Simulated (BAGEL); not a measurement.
# HF/STO-3G (density fitting with qzvpp-jkfit) run of GeHBrO (SMILES [OH][Ge][Br])

What is the energy change on altering one bond length of GeHBrO at HF/STO-3G (density fitting with qzvpp-jkfit)? 

The calculation is run with BAGEL 1.2.2.

5 further runs of the same task are left out: 2 that didn't finish, 3 set aside as unsound or not needed.

**1. The system as given**

GeHBrO: 4 atoms, total charge 0, spin state singlet. SMILES: `[OH][Ge][Br]`. Geometry: relaxed at PBE0-D4/def2-TZVP.

Bond lengths: O1–Ge2 1.771 Å, Ge2–Br3 2.376 Å, O1–H4 0.963 Å. Angles: O1–Ge2–Br3 98.8°, Ge2–O1–H4 115.4°.

**2. A single-point energy at HF/STO-3G (density fitting with qzvpp-jkfit)**

Contents of input.json:

```json
{ "bagel" : [

{
  "title" : "molecule",
  "basis" : "sto-3g",
  "df_basis" : "qzvpp-jkfit",
  "angstrom" : true,
  "geometry" : [
    { "atom" : "O", "xyz" : [   -0.884800,    0.569300,   -0.516300 ] },
    { "atom" : "Ge", "xyz" : [   -0.674200,   -0.628600,    0.771400 ] },
    { "atom" : "Br", "xyz" : [    1.688500,   -0.856600,    0.675300 ] },
    { "atom" : "H", "xyz" : [   -0.074000,    0.855700,   -0.950600 ] }
  ]
},
{
  "title" : "hf",
  "charge" : 0
},
{
  "title" : "print",
  "file" : "orbitals.molden",
  "orbitals" : true
}

]}
```

Started as:

```
BAGEL_NUM_THREADS=1 BAGEL input.json > input.out
```

The program printed:

```text
* using 1 threads per process

  ===============================================================
  ===============================================================

  *** Geometry ***

  { "atom" : "O", "xyz" : [     -1.672030,      1.075821,     -0.975666 ] },
  { "atom" : "Ge", "xyz" : [     -1.274053,     -1.187882,      1.457735 ] },
  { "atom" : "Br", "xyz" : [      3.190803,     -1.618739,      1.276132 ] },
  { "atom" : "H", "xyz" : [     -0.139840,      1.617039,     -1.796374 ] },

  Number of auxiliary basis functions:      627

  Since a DF basis is specified, we compute 2- and 3-index integrals:
    o Being stored without compression. Storage requirement is 0.009 GB

  Number of basis functions:       42
  Number of electrons      :       76

    * METHOD: MOLECULE                             0.23

  *** RHF ***

  === Nuclear Repulsion ===
   390.5268563829

      * DIIS with orbital gradients will be used.

  === RHF iteration (sto-3g) ===
      0      -4670.80826166          0.00996819           0.06
      1      -4670.86742600          0.00490760           0.05
      2      -4670.87913276          0.00075219           0.05
      3      -4670.87974117          0.00018809           0.05
      4      -4670.87979604          0.00006401           0.05
      5      -4670.87980317          0.00001298           0.05
      6      -4670.87980344          0.00000344           0.05
      7      -4670.87980346          0.00000082           0.05
      8      -4670.87980346          0.00000020           0.05
      9      -4670.87980347          0.00000007           0.05
     10      -4670.87980347          0.00000002           0.05
     11      -4670.87980346          0.00000001           0.05
    * SCF iteration converged.

    * Permanent dipole moment:
           (    0.516941,    -0.171369,     0.112657) a.u.

    * METHOD: HF                                   0.75

    * METHOD: PRINT                                0.00

  ===============================================================
```

It took 1.1 s on 1 thread of Intel Xeon 6975P-C (Granite Rapids), shared host; peak memory 0.1 GiB.

**3. The distorted shape, same level**

Contents of calc.json:

```json
{ "bagel" : [

{
  "title" : "molecule",
  "basis" : "sto-3g",
  "df_basis" : "qzvpp-jkfit",
  "angstrom" : true,
  "geometry" : [
    { "atom" : "O", "xyz" : [   -2.774944,    0.751698,   -0.439421 ] },
    { "atom" : "Ge", "xyz" : [   -2.564344,   -0.446202,    0.848279 ] },
    { "atom" : "Br", "xyz" : [    1.688500,   -0.856600,    0.675300 ] },
    { "atom" : "H", "xyz" : [   -1.964144,    1.038098,   -0.873721 ] }
  ]
},
{
  "title" : "hf"
},
{
  "title" : "print",
  "file" : "orbitals.molden",
  "orbitals" : true
}

]}
```

Started as:

```
BAGEL_NUM_THREADS=1 BAGEL calc.json > calc.out
```

The program printed:

```text
* using 1 threads per process

  ===============================================================
  ===============================================================

  *** Geometry ***

  { "atom" : "O", "xyz" : [     -5.243884,      1.420503,     -0.830385 ] },
  { "atom" : "Ge", "xyz" : [     -4.845908,     -0.843200,      1.603015 ] },
  { "atom" : "Br", "xyz" : [      3.190803,     -1.618739,      1.276132 ] },
  { "atom" : "H", "xyz" : [     -3.711694,      1.961721,     -1.651093 ] },

  Number of auxiliary basis functions:      627

  Since a DF basis is specified, we compute 2- and 3-index integrals:
    o Being stored without compression. Storage requirement is 0.009 GB

  Number of basis functions:       42
  Number of electrons      :       76

    * METHOD: MOLECULE                             0.20

  *** RHF ***

  === Nuclear Repulsion ===
   261.2945162060

      * DIIS with orbital gradients will be used.

  === RHF iteration (sto-3g) ===
      0      -4670.58108544          0.00932569           0.06
      1      -4670.63262184          0.00793977           0.05
      2      -4670.66019747          0.00081535           0.05
      3      -4670.66119378          0.00046842           0.05
      4      -4670.66147454          0.00011744           0.05
      5      -4670.66149001          0.00005423           0.05
      6      -4670.66149611          0.00001245           0.05
      7      -4670.66149642          0.00000294           0.05
      8      -4670.66149643          0.00000106           0.05
      9      -4670.66149644          0.00000067           0.05
     10      -4670.66149644          0.00000055           0.05
     11      -4670.66149645          0.00000038           0.05
     12      -4670.66149645          0.00000022           0.05
     13      -4670.66149645          0.00000010           0.05
     14      -4670.66149645          0.00000003           0.05
     15      -4670.66149645          0.00000001           0.05
     16      -4670.66149645          0.00000001           0.05
    * SCF iteration converged.

    * Permanent dipole moment:
           (    4.344893,    -0.685838,     0.116653) a.u.

    * METHOD: HF                                   1.00

    * METHOD: PRINT                                0.00

  ===============================================================
```

Wall time 1.4 s (1 thread of Intel Xeon 6975P-C (Granite Rapids), shared host); peak memory 0.1 GiB.

**4. What came out**

Level: HF/STO-3G (density fitting with qzvpp-jkfit).

| quantity | value |
| --- | --- |
| first shape: total energy | -4670.87980 Eh |
| first shape: dipole moment | 1.41 D |
| first shape: HOMO energy | -7.01 eV |
| first shape: LUMO energy | 4.46 eV |
| first shape: HOMO–LUMO gap | 11.47 eV |
| distorted shape: total energy | -4670.66150 Eh |
| distorted shape: dipole moment | 11.18 D |
| distorted shape: HOMO energy | -2.94 eV |
| distorted shape: LUMO energy | 1.22 eV |
| distorted shape: HOMO–LUMO gap | 4.16 eV |
| energy change with the Ge2–Br3 bond stretched from 2.376 to 4.276 Å | 5.940 eV |

One bond (distorted shape) is far stretched, which a spin-restricted single reference describes badly; a broken-symmetry solution may lie lower. With the Ge2–Br3 bond stretched from 2.376 to 4.276 Å the energy rises by 5.94 eV (137 kcal/mol). The first shape isn't relaxed at this level, so the change isn't measured from a minimum. A restricted reference can't describe the breaking bond well at this length. The minimal basis adds a large error of its own.
